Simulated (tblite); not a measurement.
# CH10GeOSi2: the cost of one run

Computed with tblite 0.8.0 and PySCF 2.14.0; each step states its level. No surroundings beyond the atoms listed, unless a continuum is named. Atoms count from 0, parts from 1.

## (1) The system as given

15 atoms, charge 0, multiplicity 1; geometry: distance geometry start.

## (2) Geometry optimisation with GFN2-xTB

What the job is given:

```
{"job": {"kind": "relax", "xc": "GFN2-xTB", "basis": "xTB"}, "charge": 0, "multiplicity": 1}
Si     0.818452     0.249071    -1.105923
O      1.818326    -0.942332    -0.236508
Si     1.441756    -1.583771     1.368083
C      1.902313     1.519372    -1.908648
Ge    -0.652021     1.256468     0.360462
H      0.077440    -0.425067    -2.098666
H      1.920841    -0.608175     2.342358
H      0.053384    -1.754654     1.517067
H      2.156810    -2.783307     1.557955
H      1.800586     2.397725    -1.407060
H      2.886100     1.198536    -1.844653
H      1.630446     1.601813    -2.916410
H     -2.060361     0.910966    -0.008304
H     -0.437855     2.772242     0.283955
H     -0.338700     0.811861     1.778663
```

Method: GFN2-xTB geometry optimisation, gas phase.

The run is started by

```bash
$ OMP_NUM_THREADS=1 python cluster_run.py task.json out
```

This one command runs all jobs of the session in turn.

Q: Estimate the wall time of this first job on 1 thread of Arm Neoverse V1, shared host.

About 4.3 s.
